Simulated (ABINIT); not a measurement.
# MgI2 (P-3m1) in ABINIT: a series of runs

One crystal, MgI2, is run at these levels: PBE; tasks: dielectric tensor, optical spectrum.

Program: ABINIT 10.8.3 (patched build). These are calculated values, not measurements. Logs are shortened: lines on timing, memory, paths and dates and some standing lists are left out, and cuts for length are marked. The log counts tension as positive stress, the text compression.

## 1. The structure

It takes space group P-3m1 (No. 164, trigonal). Conventional cell: a = 4.140 Å, b = 4.140 Å, c = 6.880 Å, α = 90.00°, β = 90.00°, γ = 120.00°. I (site symmetry 3m) is surrounded by 3 Mg at 2.94 Å. Mg (site symmetry -3m) is surrounded by 6 I at 2.94 Å.

## 2. Dielectric tensor, PBE

run.abi

```
# Datasets
ndtset 3

# Pseudopotentials
pp_dirpath "./"
pseudos "I.upf, Mg.upf"

# Structure
acell 3*1.0 Angstrom
rprim
     4.1400000000     0.0000000000     0.0000000000
    -2.0700000000     3.5853451717     0.0000000000
     0.0000000000     0.0000000000     6.8800000000
ntypat 2
znucl 53 12
natom 3
typat 1 1 2
xred
            2/3            1/3            3/4
            1/3            2/3            1/4
            0.0            0.0            0.0

# Plane-wave basis
ecut 42.0

# k points
ngkpt 4 4 2
nshiftk 1
shiftk 0.0 0.0 0.5

# Exchange and correlation
ixc 11

# Bands and occupations
nband 12
occopt 1

# SCF cycle
nstep 80
diemac 6.0

# Output
prteig 0
prtebands 0
prtwf 0
prtden 0
prtpot 0

# Dataset 1: ground state
kptopt1 1
tolvrs1 1.0e-15
prtwf1 1

# Dataset 2: derivatives of the wave functions by k
iscf2 -3
rfelfd2 2
rfdir2 1 1 1
getwfk2 1
kptopt2 2
nqpt2 1
qpt2 0.0 0.0 0.0
tolwfr2 1.0e-18
prtwf2 1

# Dataset 3: response at q = 0 to electric field
rfelfd3 3
rfdir3 1 1 1
getwfk3 1
getddk3 2
kptopt3 2
nqpt3 1
qpt3 0.0 0.0 0.0
tolvrs3 1.0e-8
```

mrgddb.in

```
merged_DDB
MgI2
2
runo_DS1_DDB
runo_DS3_DDB
```

anaddb.abi

```
ddb_filepath "merged_DDB"
output_file "anaddb.abo"
outdata_prefix "ana"
asr 1
chneut 1
dipdip 1
dieflag 2
enunit 0
```

Potentials or basis: PseudoDojo NC SR PBE v0.5 standard.

Run with:

```sh
$ abinit run.abi > log 2>&1
$ mrgddb < mrgddb.in > mrgddb.log 2>&1
$ anaddb anaddb.abi > anaddb.log 2>&1
```

run.abo:

```text
.Version 10.8.3 of ABINIT
 DATASET    1 : space group P-3 m 1 (#164); Bravais hP (primitive hexag.)
================================================================================
 Values of the parameters that define the memory need for DATASET  1.
     intxc =       0    ionmov =       0      iscf =       7    lmnmax =       8
     lnmax =       8     mgfft =      80  mpssoang =       4    mqgrid =    3793
     natom =       3  nloc_mem =       1    nspden =       1   nspinor =       1
    nsppol =       1      nsym =      12    n1xccc =    2501    ntypat =       2
    occopt =       1   xclevel =       2
       mpw =        8980          nfft =      184320          nkpt =           5
================================================================================
================================================================================

 DATASET    2 : space group P-3 m 1 (#164); Bravais hP (primitive hexag.)
================================================================================
 Values of the parameters that define the memory need for DATASET  2 (RF).
     intxc =       0      iscf =      -3    lmnmax =       8     lnmax =       8
     mgfft =      80  mpssoang =       4    mqgrid =    3793     natom =       3
  nloc_mem =       1    nspden =       1   nspinor =       1    nsppol =       1
      nsym =      12    n1xccc =    2501    ntypat =       2    occopt =       1
   xclevel =       2
      nfft =      184320          nkpt =          16
================================================================================
================================================================================

 DATASET    3 : space group P-3 m 1 (#164); Bravais hP (primitive hexag.)
================================================================================
 Values of the parameters that define the memory need for DATASET  3 (RF).
     intxc =       0      iscf =       7    lmnmax =       8     lnmax =       8
     mgfft =      80  mpssoang =       4    mqgrid =    3793     natom =       3
  nloc_mem =       1    nspden =       1   nspinor =       1    nsppol =       1
      nsym =      12    n1xccc =    2501    ntypat =       2    occopt =       1
   xclevel =       2
      nfft =      184320          nkpt =          16
================================================================================
================================================================================

--------------------------------------------------------------------------------
------------- Echo of variables that govern the present computation ------------
--------------------------------------------------------------------------------
 -outvars: echo values of preprocessed input variables --------
            acell      1.8897261259E+00  1.8897261259E+00  1.8897261259E+00 Bohr
              amu      1.26904470E+02  2.43050000E+01
           diemac      6.00000000E+00
             ecut      4.20000000E+01 Hartree
           getddk1          0
           getddk2          0
           getddk3          2
           getwfk1          0
           getwfk2          1
           getwfk3          1
             iscf1          7
             iscf2         -3
             iscf3          7
              ixc          11
           jdtset        1    2    3
           kptopt1          1
           kptopt2          2
           kptopt3          2
         kptrlatt        4    0    0      0    4    0      0    0    2
          kptrlen      2.60026315E+01
            natom           3
            nband1         12
            nband2         12
            nband3         12
           ndtset           3
            ngfft          48      48      80
             nkpt1          5
             nkpt2         16
[... 443 lines left out ...]

 Exchange-correlation functional for the present dataset will be:
  GGA: Perdew-Burke-Ernzerhof functional - ixc=11
  J.P.Perdew, K.Burke, M.Ernzerhof, PRL 77, 3865 (1996)

 Real(R)+Recip(G) space primitive vectors, cartesian coordinates (Bohr,Bohr^-1):
 R(1)=  7.8234662  0.0000000  0.0000000  G(1)=  0.1278206  0.0737972  0.0000000
 R(2)= -3.9117331  6.7753204  0.0000000  G(2)=  0.0000000  0.1475945  0.0000000
 R(3)=  0.0000000  0.0000000 13.0013157  G(3)=  0.0000000  0.0000000  0.0769153
 Unit cell volume ucvol=  6.8915412E+02 bohr^3
 Angles (23,13,12)=  9.00000000E+01  9.00000000E+01  1.20000000E+02 degrees
 setup1 : take into account q-point for computing boxcut.

 getcut: wavevector=  0.0000  0.0000  0.0000  ngfft=  48  48  80
         ecut(hartree)=     42.000   => boxcut(ratio)=   2.10306
--------------------------------------------------------------------------------

 ==>  initialize data related to q vector <==

 The list of irreducible perturbations for this q vector is:
    1)    idir= 1    ipert=   5
    2)    idir= 3    ipert=   5

================================================================================

 The perturbation idir=   2  ipert=   5 is
 symmetric of a previously calculated perturbation.
 So, its SCF calculation is not needed.

--------------------------------------------------------------------------------
 Perturbation wavevector (in red.coord.)   0.000000  0.000000  0.000000
 Perturbation : homogeneous electric field along direction   1
 The set of symmetries contains only one element for this perturbation.
 symkpt : not enough symmetry to change the number of k points.

--------------------------------------------------------------------------------

--------------------------------------------------------------------------------
[... 33 lines left out ...]
 2DEtotal=   -0.1881388469E+03 Ha. Also 2DEtotal=   -0.511951883071E+04 eV
    (  non-var. 2DEtotal :   -1.8813884574E+02 Ha)

--------------------------------------------------------------------------------
 Perturbation wavevector (in red.coord.)   0.000000  0.000000  0.000000
 Perturbation : homogeneous electric field along direction   3
 The set of symmetries contains only one element for this perturbation.
 symkpt : not enough symmetry to change the number of k points.

--------------------------------------------------------------------------------

--------------------------------------------------------------------------------
[... 33 lines left out ...]
 2DEtotal=   -0.4007808112E+02 Ha. Also 2DEtotal=   -0.109058014548E+04 eV
    (  non-var. 2DEtotal :   -4.0078080053E+01 Ha)
================================================================================

 ---- first-order wavefunction calculations are completed ----

 ==> Compute Derivative Database <==
 The violation of the charge neutrality conditions
 by the effective charges is as follows :
    atom        electric field
 displacement     direction
       1               1       -0.430196        0.000000
       1               2        0.000000        0.000000
       1               3        0.000000        0.000000
       2               1        0.000000        0.000000
       2               2       -0.430196        0.000000
       2               3        0.000000        0.000000
       3               1        0.000000        0.000000
       3               2        0.000000        0.000000
       3               3        0.005719        0.000000

 Effective charge tensors after
 imposition of the charge neutrality (if requested by user),
 and eventual restriction to some part :
   atom    displacement
         1         1   -1.328262E+00    0.000000E+00    0.000000E+00
         1         2    5.480888E-16   -1.328262E+00    0.000000E+00
         1         3    0.000000E+00    0.000000E+00   -8.473277E-01
         2         1   -1.328262E+00    0.000000E+00    0.000000E+00
         2         2    5.480888E-16   -1.328262E+00    0.000000E+00
         2         3    0.000000E+00    0.000000E+00   -8.473277E-01
         3         1    2.656525E+00    0.000000E+00    0.000000E+00
         3         2   -1.096178E-15    2.656525E+00    0.000000E+00
         3         3    0.000000E+00    0.000000E+00    1.694655E+00
 Now, the imaginary part of the dynamical matrix is zeroed

  Dielectric tensor, in cartesian coordinates,
     j1       j2             matrix element
  dir pert dir pert     real part    imaginary part

   1    5   1    5         4.9890724907        -0.0000000000

   2    5   2    5         4.9890724908        -0.0000000000

   3    5   3    5         4.1290700999        -0.0000000000

  Effective charges, in cartesian coordinates,
  (from electric field response)
   if specified in the inputs, charge neutrality has been imposed
     j1       j2             matrix element
  dir pert dir pert     real part    imaginary part

   1    1   1    5        -1.3282622794         0.0000000000
   1    2   1    5        -1.3282622794         0.0000000000
   1    3   1    5         2.6565245717         0.0000000000

   2    1   2    5        -1.3282622794         0.0000000000
   2    2   2    5        -1.3282622794         0.0000000000
   2    3   2    5         2.6565245717         0.0000000000

   3    1   3    5        -0.8473276579         0.0000000000
   3    2   3    5        -0.8473276579         0.0000000000
   3    3   3    5         1.6946553157         0.0000000000

== END DATASET(S) ==============================================================
================================================================================

 -outvars: echo values of variables after computation  --------
            acell      1.8897261259E+00  1.8897261259E+00  1.8897261259E+00 Bohr
           etotal1    -8.5387144166E+01
           etotal2    -6.6723393396E+00
           etotal3    -4.0078081125E+01
            fcart1     2.8681290020E-29 -3.3118301027E-30  4.7029825510E-03
                      -2.2945032016E-29  6.6236602053E-30 -4.7029825510E-03
                      -5.7362580039E-30 -3.3118301027E-30 -0.0000000000E+00
            fcart3     0.0000000000E+00  0.0000000000E+00  0.0000000000E+00
                       0.0000000000E+00  0.0000000000E+00  0.0000000000E+00
                       0.0000000000E+00  0.0000000000E+00  0.0000000000E+00
            rprim      4.1400000000E+00  0.0000000000E+00  0.0000000000E+00
                      -2.0700000000E+00  3.5853451717E+00  0.0000000000E+00
                       0.0000000000E+00  0.0000000000E+00  6.8800000000E+00
           strten1    -3.6452182113E-05 -3.6452182155E-05 -8.9115798315E-06
                       0.0000000000E+00  0.0000000000E+00  0.0000000000E+00
           strten3     0.0000000000E+00  0.0000000000E+00  0.0000000000E+00
                       0.0000000000E+00  0.0000000000E+00  0.0000000000E+00
           xangst      2.0700000000E+00  1.1951150572E+00  5.1600000000E+00
                       6.9142976050E-18  2.3902301145E+00  1.7200000000E+00
                       0.0000000000E+00  0.0000000000E+00  0.0000000000E+00
             xred      6.6666666667E-01  3.3333333333E-01  7.5000000000E-01
                       3.3333333333E-01  6.6666666667E-01  2.5000000000E-01
                       0.0000000000E+00  0.0000000000E+00  0.0000000000E+00
 Calculation completed.
```

Run time: 3.9 min. Hardware: 1 thread of Intel Xeon 6975P-C (Granite Rapids), shared host; peak memory 0.2 GiB.

The run converged, but some of its settings lie outside the range that counts as converged, so its numbers aren't taken as properties of the crystal.

What came out:

```
Free energy   : -2323.5026 eV
Pressure      : 0.8 GPa
Largest force : 0.242 eV/Å
```

Caveat: the k mesh is coarse (spacing up to 0.46 Å⁻¹), so the values aren't converged; the cell's inner coordinates are idealised or old, which leaves forces on the atoms; this functional lacks dispersion, which binds the layers, so the pressure and a relaxed spacing across them are unreliable.

(Continued in part 2 of 2.)
